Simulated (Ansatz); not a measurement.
**CoPtO2 (R-3m): equation of state**

An exercise on one series of results from a longer session: the logs are not shown, and one member is left open.

Computed with Ansatz 0.2.0 (DFT PBE+U (U_eff = 3.3 eV on Co 3d), scalar-relativistic, plane waves, PAW, unless a step's input says otherwise).

**Starting point**

Symmetry: R-3m, No. 166, trigonal system. The conventional cell has a = 2.856 Å, b = 2.856 Å, c = 17.921 Å, α = 90.00°, β = 90.00°, γ = 120.00°. Co (site symmetry -3m) has 6 O at 1.92 Å as nearest neighbours. Pt (site symmetry -3m) is surrounded by 2 O at 2.01 Å. Around O (site symmetry 3m) lie 3 Co at 1.92 Å and 1 Pt at 2.01 Å.

Coordinates:

```cif
data_structure
_symmetry_space_group_name_H-M 'P 1'
_symmetry_Int_Tables_number 1
_cell_length_a 6.1971
_cell_length_b 6.1971
_cell_length_c 6.1971
_cell_angle_alpha 26.649
_cell_angle_beta 26.649
_cell_angle_gamma 26.649
_cell_volume 42.21
loop_
_atom_site_label
_atom_site_type_symbol
_atom_site_fract_x
_atom_site_fract_y
_atom_site_fract_z
_atom_site_occupancy
Co1 Co 0.50000 0.50000 0.50000 1
Pt1 Pt 0.00000 0.00000 0.00000 1
O1 O 0.88800 0.88800 0.88800 1
O2 O 0.11200 0.11200 0.11200 1
```

An earlier run at PBE+U (U_eff = 3.3 eV on Co 3d) left this cell at 10.553 Å³/atom and 0.03 GPa (12×12×12 mesh).

Volume factors to run: 0.980, 1.020, 0.960, 1.040.

Set-up of the first run:

The input, input.yaml:

```yaml
crystal:
  lattice:
    - [1.4186347878, 0.8190491767, 5.9335329]
    - [-1.4186347878, 0.8190491767, 5.9335329]
    - [0.0, -1.6380983533, 5.9335329]
  atoms:
    - { symbol: Co, position: [0.5, 0.5, 0.5], spin: 0.05 }
    - { symbol: Pt, position: [0.0, 0.0, 0.0], spin: 0.05 }
    - { symbol: O, position: [0.8880009224, 0.8880009224, 0.8880009224] }
    - { symbol: O, position: [0.1119990776, 0.1119990776, 0.1119990776] }
basis:
  ecutwfc: 420
  ecutrho_ratio: 4
kpoints:
  mp_grid: { grid: [12, 12, 12] }
hamiltonian:
  xc: pbe
  hubbard:
    sites:
      - { species: Co, l: d, u_eff: 3.3, starting_ns: start.occupation_matrices }
    ns_hold: { iters: 6 }
scf:
  occupations: { method: gaussian, width: 0.05 }
  lower_state_search: "off"
output:
  forces: true
  stress: true
  eigenvalues: true
  populations: true
magnetization:
  spin_polarized: true
relax:
  f_tol: 0.01
  max_steps: 40
  cell: { stress_tol: 0.1, fix: [volume] }
```

The open shells start from the occupation matrices of the run at the neighbouring geometry (file start.occupation_matrices).

Run with:

```bash
> ansatz run input.yaml --threads 4 --pin off --max-ram 10240MiB --backend cpu --events-out ev --progress --plain --runs-dir out
```

Among the steps run: At 0.980 of the relaxed volume; Volume × 1.020; At 0.960 of the relaxed volume; Scaling the volume by 1.040.

One of the session's tables, all rows but one given; the rest of the session is left out.

```
volume (Å³/atom)  energy (meV/atom)  pressure (GPa)
          10.130              12.75           10.10
          10.342                  ?               ?
          10.553               0.00            0.03
          10.764               2.84           -4.20
          10.975              10.87           -7.92
```

Q: Estimate the row for volume (Å³/atom) = 10.342 from the others.

Worked estimate for «energy (meV/atom)». A straight line through the neighbours (10.130, 12.75) and (10.553, 0.00) gives 12.75 + (0.00 − 12.75) × (10.342 − 10.130) / (10.553 − 10.130) = 6.36; a parabola fitted to 3 rows on both sides gives 3.28.

**Answer.** energy (meV/atom): 3.04; pressure (GPa): 4.75. In «energy (meV/atom)» the line misses by +3.32 and the parabola by +0.24.

volume (Å³/atom), energy (meV/atom) and a bar:
```
    10.13       12.7 ##############################
    10.34        3.0 #######
    10.55        0.0 
    10.76        2.8 #######
    10.97       10.9 ##########################
```

Limits of these values: Spin–orbit coupling is left out, though the cell holds Pt; in elements this heavy it can shift levels and gaps by tenths of an eV. Warnings in the runs' records: seeded moment not kept, filled band counts differ across k points, stability check not made.
